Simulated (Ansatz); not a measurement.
# ZnClF + H₂: a complex and its separated parts

Aim: how far the complex at one end of a reaction step lies below its separated, relaxed parts, level by level.

Computed with Ansatz 0.2.0, Gaussian basis. Level: PBE0-D4/def2-TZVP structures, single points in def2-TZVPP, no counterpoise correction.

Levels: SPW92, PBE-D4, BLYP-D4, r2SCAN-D4, B97M-V, PBE0-D4, B3LYP-D4, r2SCAN0-D4, BHLYP-D4, CAM-B3LYP-D4, wB97X-V, wB97M-V, B2PLYP, PBE-QIDH, RPA on PBE, Hartree-Fock, MP2, CCSD, CCSD(T).

Cores are frozen in the correlated methods. The 3s and 3p shells of Cu and Zn are frozen; filled d shells are correlated. B3LYP uses VWN-RPA correlation. B2PLYP carries no dispersion term here.

21 further runs of the same task are left out: 21 set aside as unsound or not needed.

## 1. The system as given

The complex: 5 atoms, charge 0, spin multiplicity 1.

Atoms are counted from 1 here; the program's logs count them from 0.

Bond lengths: Zn1–Cl3 2.080 Å, Zn1–F5 1.746 Å, H2–H4 0.752 Å. Angles: Cl3–Zn1–F5 175.9°.

Geometry (Å):

```xyz
5
charge 0, multiplicity 1
Zn   -0.3450    0.7497   -0.4987
H     0.4312   -1.3524    0.7107
Cl   -1.7149   -0.3399   -1.6217
H     0.8629   -0.8240    1.0256
F     0.7659    1.7665    0.3840
```

Its parts: ZnClF holds atoms 1, 3, 5; H₂ holds atoms 2, 4. Each part counts its atoms afresh in its own runs.

## 2. Relaxing ZnClF alone

Input file relax-a/in.yaml:

```yaml
crystal:
  periodic: [false, false, false]
  atoms:
    - {symbol: Zn, position_ang: [-0.345029, 0.749735, -0.498674]}
    - {symbol: Cl, position_ang: [-1.714861, -0.339900, -1.621669]}
    - {symbol: F, position_ang: [0.765890, 1.766497, 0.384022]}
basis:
  gaussian: {orbitals: def2-TZVP}
hamiltonian: {xc: pbe0, dispersion: d4}
relax: {f_tol: 0.005, max_steps: 200}
```

No record of the launch command was kept for these runs.

The runs that follow: Relaxing H₂ alone; wB97M-V/def2-TZVPP; CCSD(T)/def2-TZVPP; Vibrations of ZnClF; Vibrations of H₂.

Q: Predict the outcome of this session. Wanted: complex less parts, CCSD(T)/def2-TZVPP; with zero-point energy; largest T1 diagnostic.

The runs gave:

| quantity | value |
| --- | --- |
| complex less parts, CCSD(T)/def2-TZVPP | -0.056 eV |
| with zero-point energy | +0.009 eV |
| largest T1 diagnostic | 0.016 |

At CCSD(T) the complex lies 0.056 eV below its parts. B3LYP-D4 is the best functional here (-0.004 eV from CCSD(T)); SPW92 is the worst (-0.121 eV). Mean unsigned error by rung: LDA 0.121, GGA 0.020, meta-GGA 0.023, hybrid 0.025, range-separated hybrid 0.022, double hybrid 0.016 eV. PBE-D4 gives a relative energy 0.023 eV too low, an error of 41 % of the reference. No counterpoise was applied, and triple zeta lacks some correlation, so the CCSD(T) reference has a basis error of its own, and close matches with it are partly luck.
